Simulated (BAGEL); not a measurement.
# C2H5FOSi (SMILES FC1CO[SiH2]1) at 4 levels

Wanted: a comparison of 4 runs (B3LYP/6-31G*, B3LYP/def2-SVP, PBE0/def2-SVP, RI-MP2/def2-SVP) of C2H5FOSi. 

The results are computed with BAGEL 1.2.2.

### Step 1. The molecule

The species is C2H5FOSi (10 atoms), meant as a singlet with charge 0. As SMILES, `FC1CO[SiH2]1`. The coordinates come from a PBE0-D4/def2-TZVP relaxation.

Bond lengths: F1–C2 1.381 Å, C2–C3 1.541 Å, C3–O4 1.445 Å, C2–Si5 1.901 Å, O4–Si5 1.669 Å, C2–H6 1.092 Å, C3–H7 1.094 Å, C3–H8 1.093 Å, Si5–H9 1.486 Å, Si5–H10 1.485 Å. Some angles: F1–C2–C3 113.3°, F1–C2–Si5 118.4°, C3–C2–Si5 82.8°, C2–C3–O4 101.7°, C3–O4–Si5 94.5°, C2–Si5–O4 80.7°, F1–C2–H6 108.1°, C3–C2–H6 113.6°, Si5–C2–H6 118.8°, C2–C3–H7 110.5°.

### Step 2. A single-point energy at B3LYP/6-31G(d) (density fitting with cc-pvqz-jkfit, spherical functions) (run 1)

File dft.json:

```json
{ "bagel": [

{
  "title": "molecule",
  "basis": "6-31gs.json",
  "df_basis": "cc-pvqz-jkfit",
  "angstrom": true,
  "geometry": [
    { "atom": "F", "xyz": [      -1.820400,      -0.327800,      -0.810900 ] },
    { "atom": "C", "xyz": [      -0.876100,      -0.083100,       0.166900 ] },
    { "atom": "C", "xyz": [       0.290700,      -1.089800,       0.153300 ] },
    { "atom": "O", "xyz": [       1.429900,      -0.216400,      -0.011900 ] },
    { "atom": "Si", "xyz": [       0.510300,       1.162100,      -0.206800 ] },
    { "atom": "H", "xyz": [      -1.390500,      -0.023800,       1.127800 ] },
    { "atom": "H", "xyz": [       0.197300,      -1.773400,      -0.695500 ] },
    { "atom": "H", "xyz": [       0.400800,      -1.665100,       1.076000 ] },
    { "atom": "H", "xyz": [       0.820800,       2.228700,       0.780400 ] },
    { "atom": "H", "xyz": [       0.520200,       1.737300,      -1.576300 ] }
  ]
},

{ "title": "ks", "xc_func": "b3lyp" },

{ "title": "print", "file": "orbitals.molden", "orbitals": true }

]}
```

The basis set 6-31G* is read from a file made from the Basis Set Exchange's data (not shown).

Command:

```sh
$ BAGEL_NUM_THREADS=1 BAGEL dft.json > dft.out
```

What it wrote:

```text
* using 1 threads per process

  ===============================================================
  ===============================================================

  *** Geometry ***

  { "atom" : "F", "xyz" : [     -3.440057,     -0.619452,     -1.532379 ] },
  { "atom" : "C", "xyz" : [     -1.655589,     -0.157036,      0.315395 ] },
  { "atom" : "C", "xyz" : [      0.549343,     -2.059424,      0.289695 ] },
  { "atom" : "O", "xyz" : [      2.702119,     -0.408937,     -0.022488 ] },
  { "atom" : "Si", "xyz" : [      0.964327,      2.196051,     -0.390795 ] },
  { "atom" : "H", "xyz" : [     -2.627664,     -0.044975,      2.131233 ] },
  { "atom" : "H", "xyz" : [      0.372843,     -3.351240,     -1.314305 ] },
  { "atom" : "H", "xyz" : [      0.757402,     -3.146583,      2.033345 ] },
  { "atom" : "H", "xyz" : [      1.551087,      4.211633,      1.474742 ] },
  { "atom" : "H", "xyz" : [      0.983036,      3.283021,     -2.978775 ] },

  Number of auxiliary basis functions:      827

  Since a DF basis is specified, we compute 2- and 3-index integrals:
    o Being stored without compression. Storage requirement is 0.047 GB

  Number of basis functions:       84
  Number of electrons      :       48

    * METHOD: MOLECULE                             0.89

  *** Kohn-Sham DFT ***

    * Removing 20165 points whose weight is below 1.00e-10
    * Grid points: 128895

  === Nuclear Repulsion ===
   240.1177483176

       - DIIS with orbital gradients will be used.

  === KS iteration (b3lyp / 6-31gs.json) ===
      0       -510.31367303          0.13603894           0.66
      1       -488.93386697          0.12678168           0.61
      2       -498.05387485          0.16644576           0.63
      3       -530.32063023          0.12439729           0.61
      4       -536.03610168          0.10344926           0.60
      5       -538.25580182          0.08124483           0.61
      6       -539.99414980          0.07682390           0.63
      7       -517.57841116          0.13109804           0.61
      8       -543.21249143          0.02923905           0.63
      9       -543.54944690          0.02096871           0.62
     10       -543.70419075          0.00981649           0.62
     11       -543.75174596          0.00258086           0.63
     12       -543.75307011          0.00181311           0.60
     13       -543.75470538          0.00047796           0.61
     14       -543.75482038          0.00009932           0.59
     15       -543.75482131          0.00009514           0.62
     16       -543.75482584          0.00001551           0.62
     17       -543.75482588          0.00001366           0.61
     18       -543.75482594          0.00000665           0.60
     19       -543.75482596          0.00000208           0.61
     20       -543.75482597          0.00000062           0.62
     21       -543.75482597          0.00000025           0.61
     22       -543.75482597          0.00000016           0.63
     23       -543.75482597          0.00000005           0.61
     24       -543.75482597          0.00000004           0.59
     25       -543.75482597          0.00000002           0.62
     26       -543.75482597          0.00000001           0.64
    * SCF iteration converged.

    * Permanent dipole moment:
           (    0.208701,    -0.144691,    -0.409954) a.u.

    * METHOD: KS                                  17.44

    * METHOD: PRINT                                0.02

  ===============================================================
```

Run time: 19 s. Hardware: 1 thread of Arm Neoverse V1, shared host; peak memory 0.54 GiB.

### Step 3. A single-point energy at B3LYP/def2-SVP (density fitting with cc-pvqz-jkfit) (run 2)

File calc.json:

```json
{ "bagel" : [

{
  "title" : "molecule",
  "basis" : "svp",
  "df_basis" : "cc-pvqz-jkfit",
  "angstrom" : "true",
  "geometry" : [
    { "atom" : "F", "xyz" : [      -1.820400,      -0.327800,      -0.810900 ] },
    { "atom" : "C", "xyz" : [      -0.876100,      -0.083100,       0.166900 ] },
    { "atom" : "C", "xyz" : [       0.290700,      -1.089800,       0.153300 ] },
    { "atom" : "O", "xyz" : [       1.429900,      -0.216400,      -0.011900 ] },
    { "atom" : "Si", "xyz" : [       0.510300,       1.162100,      -0.206800 ] },
    { "atom" : "H", "xyz" : [      -1.390500,      -0.023800,       1.127800 ] },
    { "atom" : "H", "xyz" : [       0.197300,      -1.773400,      -0.695500 ] },
    { "atom" : "H", "xyz" : [       0.400800,      -1.665100,       1.076000 ] },
    { "atom" : "H", "xyz" : [       0.820800,       2.228700,       0.780400 ] },
    { "atom" : "H", "xyz" : [       0.520200,       1.737300,      -1.576300 ] }
  ]
},

{
  "title" : "ks",
  "xc_func" : "b3lyp",
  "charge" : 0
},

{
  "title" : "print",
  "file" : "orbitals.molden",
  "orbitals" : "true"
}

]}
```

Command:

```sh
$ BAGEL_NUM_THREADS=1 BAGEL calc.json > calc.out
```

What it wrote:

```text
* using 1 threads per process

  ===============================================================
  ===============================================================

  *** Geometry ***

  { "atom" : "F", "xyz" : [     -3.440057,     -0.619452,     -1.532379 ] },
  { "atom" : "C", "xyz" : [     -1.655589,     -0.157036,      0.315395 ] },
  { "atom" : "C", "xyz" : [      0.549343,     -2.059424,      0.289695 ] },
  { "atom" : "O", "xyz" : [      2.702119,     -0.408937,     -0.022488 ] },
  { "atom" : "Si", "xyz" : [      0.964327,      2.196051,     -0.390795 ] },
  { "atom" : "H", "xyz" : [     -2.627664,     -0.044975,      2.131233 ] },
  { "atom" : "H", "xyz" : [      0.372843,     -3.351240,     -1.314305 ] },
  { "atom" : "H", "xyz" : [      0.757402,     -3.146583,      2.033345 ] },
  { "atom" : "H", "xyz" : [      1.551087,      4.211633,      1.474742 ] },
  { "atom" : "H", "xyz" : [      0.983036,      3.283021,     -2.978775 ] },

  Number of auxiliary basis functions:      827

  Since a DF basis is specified, we compute 2- and 3-index integrals:
    o Being stored without compression. Storage requirement is 0.065 GB

  Number of basis functions:       99
  Number of electrons      :       48

    * METHOD: MOLECULE                             0.88

  *** Kohn-Sham DFT ***

    * Removing 20165 points whose weight is below 1.00e-10
    * Grid points: 128895

  === Nuclear Repulsion ===
   240.1177483176

       - DIIS with orbital gradients will be used.

  === KS iteration (b3lyp / svp) ===
      0       -510.17307416          0.12055696           0.75
      1       -485.93289663          0.15387179           0.70
      2       -503.36280232          0.15535271           0.69
      3       -536.86432125          0.09214858           0.71
      4       -538.99152900          0.06780298           0.71
      5       -542.77129913          0.03085165           0.69
      6       -543.42015512          0.01142659           0.71
      7       -543.48940946          0.00341487           0.74
      8       -543.49500720          0.00135490           0.73
      9       -543.49619656          0.00031789           0.71
     10       -543.49623996          0.00017962           0.73
     11       -543.49625699          0.00005965           0.74
     12       -543.49625920          0.00000766           0.75
     13       -543.49625922          0.00000554           0.73
     14       -543.49625924          0.00000192           0.76
     15       -543.49625924          0.00000112           0.74
     16       -543.49625925          0.00000029           0.73
     17       -543.49625925          0.00000011           0.72
     18       -543.49625925          0.00000006           0.74
     19       -543.49625925          0.00000001           0.74
    * SCF iteration converged.

    * Permanent dipole moment:
           (    0.153636,    -0.140841,    -0.425028) a.u.

    * METHOD: KS                                  15.34

    * METHOD: PRINT                                0.02

  ===============================================================
```

Wall time 17 s (1 thread of Arm Neoverse V1, shared host); peak memory 0.61 GiB.

Run 3 isn't shown in full; the table further down has it.

### Step 4. A single-point energy at RI-MP2/def2-SVP (density fitting with cc-pvqz-jkfit) (run 4)

File job.json:

```json
{ "bagel": [

{
  "title": "molecule",
  "basis": "svp",
  "df_basis": "cc-pvqz-jkfit",
  "angstrom": "true",
  "geometry": [
    { "atom": "F", "xyz": [      -1.820400,      -0.327800,      -0.810900 ] },
    { "atom": "C", "xyz": [      -0.876100,      -0.083100,       0.166900 ] },
    { "atom": "C", "xyz": [       0.290700,      -1.089800,       0.153300 ] },
    { "atom": "O", "xyz": [       1.429900,      -0.216400,      -0.011900 ] },
    { "atom": "Si", "xyz": [       0.510300,       1.162100,      -0.206800 ] },
    { "atom": "H", "xyz": [      -1.390500,      -0.023800,       1.127800 ] },
    { "atom": "H", "xyz": [       0.197300,      -1.773400,      -0.695500 ] },
    { "atom": "H", "xyz": [       0.400800,      -1.665100,       1.076000 ] },
    { "atom": "H", "xyz": [       0.820800,       2.228700,       0.780400 ] },
    { "atom": "H", "xyz": [       0.520200,       1.737300,      -1.576300 ] }
  ]
},

{ "title": "hf" },

{ "title": "mp2", "ncore": 9 }

]}
```

Command:

```sh
$ BAGEL_NUM_THREADS=1 BAGEL job.json > job.out
```

What it wrote:

```text
* using 1 threads per process

  ===============================================================
  ===============================================================

  *** Geometry ***

  { "atom" : "F", "xyz" : [     -3.440057,     -0.619452,     -1.532379 ] },
  { "atom" : "C", "xyz" : [     -1.655589,     -0.157036,      0.315395 ] },
  { "atom" : "C", "xyz" : [      0.549343,     -2.059424,      0.289695 ] },
  { "atom" : "O", "xyz" : [      2.702119,     -0.408937,     -0.022488 ] },
  { "atom" : "Si", "xyz" : [      0.964327,      2.196051,     -0.390795 ] },
  { "atom" : "H", "xyz" : [     -2.627664,     -0.044975,      2.131233 ] },
  { "atom" : "H", "xyz" : [      0.372843,     -3.351240,     -1.314305 ] },
  { "atom" : "H", "xyz" : [      0.757402,     -3.146583,      2.033345 ] },
  { "atom" : "H", "xyz" : [      1.551087,      4.211633,      1.474742 ] },
  { "atom" : "H", "xyz" : [      0.983036,      3.283021,     -2.978775 ] },

  Number of auxiliary basis functions:      827

  Since a DF basis is specified, we compute 2- and 3-index integrals:
    o Being stored without compression. Storage requirement is 0.065 GB

  Number of basis functions:       99
  Number of electrons      :       48

    * METHOD: MOLECULE                             0.91

  *** RHF ***

  === Nuclear Repulsion ===
   240.1177483176

      * DIIS with orbital gradients will be used.

  === RHF iteration (svp) ===
      0       -541.35535761          0.01571533           0.25
      1       -541.50296948          0.01022673           0.24
      2       -541.57245094          0.00150459           0.25
      3       -541.57458981          0.00046453           0.25
      4       -541.57475136          0.00008661           0.25
      5       -541.57476082          0.00003391           0.24
      6       -541.57476206          0.00001503           0.25
      7       -541.57476239          0.00000385           0.26
      8       -541.57476241          0.00000203           0.25
      9       -541.57476241          0.00000062           0.25
     10       -541.57476241          0.00000022           0.25
     11       -541.57476241          0.00000009           0.24
     12       -541.57476241          0.00000004           0.24
     13       -541.57476241          0.00000002           0.25
     14       -541.57476241          0.00000001           0.24
    * SCF iteration converged.

    * Permanent dipole moment:
           (    0.152138,    -0.222467,    -0.517645) a.u.

    * METHOD: HF                                   4.16

  *** RHF ***

  === Nuclear Repulsion ===
   240.1177483176

      * DIIS with orbital gradients will be used.

  === RHF iteration (svp) ===
      0       -541.57476241          0.00000000           0.23
    * SCF iteration converged.

    * Permanent dipole moment:
           (    0.152138,    -0.222467,    -0.517645) a.u.

  === DF-MP2 calculation ===

    * freezing 9 orbitals
    * 3-index integral transformation done
    * assembly done

      MP2 correlation energy:   -0.7290559023      0.18

      MP2 total energy:       -542.3038183146

    * METHOD: MP2                                  0.68

  ===============================================================
```

Run time: 6 s. Hardware: 1 thread of Arm Neoverse V1, shared host; peak memory 0.21 GiB.

### Step 5. All runs side by side

```csv
run,level,frozen core orbitals,energy (Eh),dipole moment (D),HOMO energy (eV),LUMO energy (eV),wall time
1,"B3LYP/6-31G* (density fitting with cc-pvqz-jkfit, spherical functions)",–,-543.754826,1.23,-7.58,-0.29,19 s
2,B3LYP/def2-SVP (density fitting with cc-pvqz-jkfit),–,-543.496259,1.20,-7.74,-0.26,17 s
3,PBE0/def2-SVP (density fitting with cc-pvqz-jkfit),–,-543.087196,1.22,-8.01,-0.07,16 s
4,RI-MP2/def2-SVP (density fitting with cc-pvqz-jkfit),9,-542.303818,–,–,–,6 s
```

### Step 6. Results

```
                                          quantity          value
                               run 4: total energy  -542.30382 Eh
run 4: correlation energy (9 core orbitals frozen)     -729.1 mEh
```

**Reading.** Over runs 1, 2, 3 the dipole moment (its size) runs from 1.20 D (B3LYP/def2-SVP) to 1.23 D (B3LYP/6-31G*). Over runs 1, 2, 3 the HOMO–LUMO gap runs from 7.29 eV (B3LYP/6-31G*) to 7.94 eV (PBE0/def2-SVP). The two ends differ in method and basis. Totals of different functionals can't be ranked against each other. All runs together took 57 s, the longest 19 s.
